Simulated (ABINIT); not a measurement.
# BiTe (P1) in ABINIT: single point with LDA

Aim: the single point of BiTe with LDA.

Everything below comes from runs of ABINIT 10.8.3 (patched build). Logs are shortened: lines on timing, memory, paths and dates and some standing lists are left out, and cuts for length are marked. The log counts tension as positive stress, the text compression.

**1. Starting point**

The typed cell holds 4 atoms: a = 4.845 Å, b = 4.845 Å, c = 7.200 Å, α = 70.34°, β = 70.34°, γ = 60.00°.

The cell comes from a database or a generator and needn't be the stable form of this composition.

**2. Single point, LDA, spin-orbit coupling, no magnetisation**

The input, run.abi:

```
# Pseudopotentials
pp_dirpath "./"
pseudos "Bi.LDA_PW-JTH_sp.xml, Te.LDA_PW-JTH.xml"

# Structure
acell 3*1.0
rprim
     4.5782541653    -7.9297688252     0.0000000000
     9.1565083495     0.0000000000     0.0000000000
     4.5782541653    -2.6432562688    12.5375465407
ntypat 2
znucl 83 52
natom 4
typat 1 1 2 2
xred
     0.8265966200     0.6678750800     0.8037474800
     0.1710282200     0.2433348700     0.3063188600
     0.0046496700     0.1418517600     0.9333693800
     0.4977254900     0.4469382900     0.4565642800
chkprim 0
chksymtnons 0
tolsym 1.0e-6

# Plane-wave basis
ecut 299.325249 eV
pawecutdg 22.0
pawovlp -1

# k points
kptopt 4
ngkpt 5 5 3
nshiftk 1
shiftk 0.0 0.0 0.0

# Exchange and correlation
ixc 7

# Bands and occupations
nband 30
occopt 3
tsmear 0.00183747

# Spin
nspinor 2
nspden 1
pawspnorb 1

# SCF cycle
nstep 100
tolvrs 1.0e-9

# Output
iomode 3
prtwf 0
prtden 0
prteig 0
prtebands 0
enunit 1
prtvol 2
```

Potentials or basis: JTH PAW LDA v2.0 sp.

The run is started by

```console
> abinit run.abi > log 2>&1
```

run.abo:

```text
.Version 10.8.3 of ABINIT
 Symmetries : space group P1 (#  1); Bravais aP (primitive triclinic)
================================================================================
 Values of the parameters that define the memory need of the present run
     intxc =       0    ionmov =       0      iscf =      17    lmnmax =       8
     lnmax =       4     mgfft =      45  mpssoang =       2    mqgrid =    3001
     natom =       4  nloc_mem =       2    nspden =       1   nspinor =       2
    nsppol =       1      nsym =       1    n1xccc =       1    ntypat =       2
    occopt =       3   xclevel =       1
       mpw =        1596          nfft =       40500          nkpt =          75
 PAW method is used; the additional fine FFT grid is defined by:
   mgfftf=        60    nfftf =     96000
================================================================================
================================================================================

--------------------------------------------------------------------------------
------------- Echo of variables that govern the present computation ------------
--------------------------------------------------------------------------------
 -outvars: echo values of preprocessed input variables --------
            acell      1.0000000000E+00  1.0000000000E+00  1.0000000000E+00 Bohr
              amu      2.08980370E+02  1.27600000E+02
          chkprim           0
      chksymtnons           0
             ecut      1.10000000E+01 Hartree
           enunit           1
              ixc           7
           kptopt           4
         kptrlatt        5    0    0      0    5    0      0    0    3
          kptrlen      4.08195492E+01
            natom           4
            nband          30
            ngfft          30      30      45
          ngfftdg          40      40      60
             nkpt          75
          nspinor           2
            nstep         100
             nsym           1
           ntypat           2
           occopt           3
        pawcpxocc           2
        pawecutdg      2.20000000E+01 Hartree
          pawovlp     -1.0000000000E+00
        pawspnorb           1
           prtden           0
        prtebands           0
           prteig           0
           prtvol           2
            prtwf           0
            rprim      4.5782541653E+00 -7.9297688252E+00  0.0000000000E+00
                       9.1565083495E+00  0.0000000000E+00  0.0000000000E+00
                       4.5782541653E+00 -2.6432562688E+00  1.2537546541E+01
          spgroup           1
           tolsym      1.00000000E-06
           tolvrs      1.00000000E-09
           tsmear      1.83747000E-03 Hartree
            typat      1  1  2  2
           useylm           1
[... 914 lines left out ...]
  -9.46505   -9.17520   -8.83693   -8.58969   -7.36692   -6.85218   -6.49375   -6.28394
  -5.17033   -4.90034   -4.63473   -4.28194   -3.32751   -3.07917
 kpt#  74, nband= 30, wtk=  0.01333, kpt= -0.4000 -0.2000 -0.3333 (reduced coord)
 -21.62145  -21.60867  -19.22903  -19.21960  -17.53200  -17.52048  -15.92237  -15.91514
 -12.48661  -12.24340  -11.95415  -11.81561  -11.15178  -11.02462   -9.50856   -9.29452
  -9.04084   -8.88162   -8.30810   -8.23055   -7.65530   -7.44042   -7.17936   -6.77397
  -6.36398   -6.16091   -4.61583   -4.17905   -3.93531   -3.63223
 kpt#  75, nband= 30, wtk=  0.01333, kpt= -0.2000 -0.2000 -0.3333 (reduced coord)
 -21.78471  -21.77658  -19.81522  -19.80858  -16.58318  -16.56398  -15.45763  -15.44050
 -12.13007  -11.93644  -11.38674  -11.21217  -10.52667  -10.43380  -10.08952   -9.97017
  -9.34350   -9.21284   -8.32798   -8.14646   -8.01289   -7.44034   -7.25272   -7.07597
  -6.93215   -6.33952   -5.56628   -5.39312   -4.34595   -4.14501
 Total charge density [el/Bohr^3]
)     Maximum=    1.0435E-01  at reduced coord.    0.9250    0.3750    0.8667
)Next maximum=    1.0414E-01  at reduced coord.    0.9250    0.3750    0.8833
)     Minimum=   -3.6720E-02  at reduced coord.    0.8250    0.6750    0.8000
)Next minimum=   -3.4005E-02  at reduced coord.    0.8250    0.6500    0.8167
   Integrated=    2.2000E+01

--- !EnergyTerms
iteration_state     : {dtset: 1, }
comment             : Components of total free energy in Hartree
kinetic             :  9.17510295613891E+00
hartree             :  2.11940493065901E+00
xc                  : -1.68723628673349E+01
Ewald energy        : -2.72728237184542E+01
psp_core            :  1.04669168762824E+01
local_psp           : -1.76899795765715E+00
PAW spherical_terms : -4.17848931140760E+00
internal            : -2.83312490917736E+01
'-kT*entropy'       : -7.74858594943778E-04
total_energy        : -2.83320239503686E+01
total_energy_eV     : -7.70953646843863E+02
...

--- !EnergyTermsDC
iteration_state     : {dtset: 1, }
comment             : '"Double-counting" decomposition of free energy'
band_energy         : -1.05920883362315E+01
Ewald energy        : -2.72728237184542E+01
psp_core            :  1.04669168762824E+01
xc_dc               : -6.99551005384840E+00
PAW spherical_terms :  6.06225856740748E+00
internal            : -2.83312466648443E+01
'-kT*entropy'       : -7.74858594943778E-04
total_energy_dc     : -2.83320215234392E+01
total_energy_dc_eV  : -7.70953580803752E+02
...

--- !EnergyTermsWithPAWCore
iteration_state     : {dtset: 1, }
comment             : 'Components of total free energy, including PAW core contributions'
Total energy        : -5.66168418383166E+04
Total energy DC     : -5.66168418358897E+04
Total energy (eV)   : -1.54062275129005E+06
Total energy DC (eV): -1.54062275122401E+06
...

 Cartesian components of stress tensor (hartree/bohr^3)
  sigma(1 1)= -9.32413897E-04  sigma(3 2)=  1.82471531E-04
  sigma(2 2)= -3.59386646E-04  sigma(3 1)=  3.80536155E-04
  sigma(3 3)= -3.11098504E-04  sigma(2 1)= -3.62610567E-04

-Cartesian components of stress tensor (GPa)         [Pressure=  1.5720E+01 GPa]
- sigma(1 1)= -2.74325639E+01  sigma(3 2)=  5.36849778E+00
- sigma(2 2)= -1.05735202E+01  sigma(3 1)=  1.11957602E+01
- sigma(3 3)= -9.15283398E+00  sigma(2 1)= -1.06683712E+01

== END DATASET(S) ==============================================================
================================================================================

 -outvars: echo values of variables after computation  --------
            acell      1.0000000000E+00  1.0000000000E+00  1.0000000000E+00 Bohr
           etotal     -2.8332021523E+01
            fcart      2.2642650542E-01  1.2291643551E-01 -1.1688345635E-01
                      -1.3076964070E-02 -1.2307522125E-02 -1.7901034007E-02
                      -2.3444093608E-01 -1.1649980352E-01  1.1958978591E-01
                       2.1091394725E-02  5.8908901289E-03  1.5194704451E-02
            rprim      4.5782541653E+00 -7.9297688252E+00  0.0000000000E+00
                       9.1565083495E+00  0.0000000000E+00  0.0000000000E+00
                       4.5782541653E+00 -2.6432562688E+00  1.2537546541E+01
           strten     -9.3241389663E-04 -3.5938664585E-04 -3.1109850389E-04
                       1.8247153074E-04  3.8053615517E-04 -3.6261056652E-04
           xangst      7.1859796121E+00 -4.5928510774E+00  5.3325300949E+00
                       2.3355310411E+00 -1.1461414776E+00  2.0322981785E+00
                       2.9598767625E+00 -1.3250625256E+00  6.1925174664E+00
                       4.4775669778E+00 -2.7272017880E+00  3.0291140239E+00
             xred      8.2659662000E-01  6.6787508000E-01  8.0374748000E-01
                       1.7102822000E-01  2.4333487000E-01  3.0631886000E-01
                       4.6496700000E-03  1.4185176000E-01  9.3336938000E-01
                       4.9772549000E-01  4.4693829000E-01  4.5656428000E-01
 Calculation completed.
```

Wall time 2.7 min (1 thread of Intel Xeon 6975P-C (Granite Rapids), shared host); peak memory 0.2 GiB.

What came out:

* Free energy: -770.9536 eV
* Pressure: 15.7 GPa
* Largest force: 14.800 eV/Å
* Band gap on the k mesh: none (metal or under the smearing width)

Forces on the atoms (eV/Å):
```
Bi   11.643   6.321  -6.010
Bi   -0.672  -0.633  -0.921
Te  -12.055  -5.991   6.150
Te    1.085   0.303   0.781
```

Levels at points of the mesh, in eV from the Fermi level:
| k point | band 18 | band 19 | band 20 | band 21 | band 22 | band 23 | band 24 | band 25 | band 26 | band 27 |
| --- | --- | --- | --- | --- | --- | --- | --- | --- | --- | --- |
| (0.00, 0.00, 0.00) | -2.10 | -0.99 | -0.99 | -0.84 | -0.84 | -0.26 | -0.26 | 0.40 | 0.40 | 1.14 |

Caveat: the cutoff is short for stress, so the pressure is rough; the atomic spheres overlap; so large a pressure means that the cell lies far from this level's equilibrium, or that cutoff or potentials fall short; this set keeps more shells in the core, which shifts pressures and gaps; forces of over 1 eV/Å show positions far from the minimum, so gaps and moduli don't describe the material at rest.
